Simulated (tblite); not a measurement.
# C7H11BSi: the cost of one run

The runs use tblite 0.8.0 and PySCF 2.14.0, with density-fitted response routines of our own; the level of theory stands in each step. All values are computed, except where a source is named. Atoms are numbered from 0 throughout.

### 1 The molecule as given

20 atoms, charge 0, multiplicity 1; geometry from: force field or distance geometry start.

Bonds of the start (Å): Si0–C1 1.85, C1–C2 1.47, C2–C3 1.32, C3–C4 1.48, C4–C5 1.35, C5–B6 1.56, B6–C7 1.56, C7–C8 1.33, C8–C2 1.48, Si0–H9 1.48, Si0–H10 1.48, Si0–H11 1.49, C1–H12 1.13, C1–H13 1.12, C3–H14 1.08, C4–H15 1.08, C5–H16 1.08, B6–H17 1.18, C7–H18 1.08, C8–H19 1.10.

### 2 Geometry optimisation with GFN2-xTB

Job settings and geometry (Å):

```
{"job": {"kind": "relax", "xc": "GFN2-xTB", "basis": "xTB"}, "charge": 0, "multiplicity": 1}
Si     2.917500     0.490300    -0.624900
C      1.800000    -0.272100     0.634000
C      0.374300    -0.166000     0.289600
C     -0.219100    -1.337100     0.157000
C     -1.617100    -1.688300    -0.165200
C     -2.701400    -0.889100    -0.174900
B     -2.678000     0.627500     0.199900
C     -1.451700     1.591200     0.085400
C     -0.183800     1.197100     0.123800
H      4.314400     0.094100    -0.342800
H      2.541200     0.160800    -2.014700
H      2.739700     1.965000    -0.498200
H      2.091900    -1.355700     0.747200
H      1.965100     0.161700     1.657800
H      0.383600    -2.219400     0.334300
H     -1.793000    -2.715000    -0.445700
H     -3.645100    -1.337900    -0.453200
H     -3.730600     1.074600     0.497700
H     -1.681700     2.641300    -0.040000
H      0.568600     1.987600     0.029900
```

On the command line:

```bash
$ OMP_NUM_THREADS=1 python probes_run.py task.json out
```

The driver reads the jobs from task.json and runs them one after another.

Q: Estimate the wall time and peak memory of this first job on 1 thread of Intel Xeon at 2.50GHz, shared host.

About 2.8 s, with a peak of 0.18 GiB.
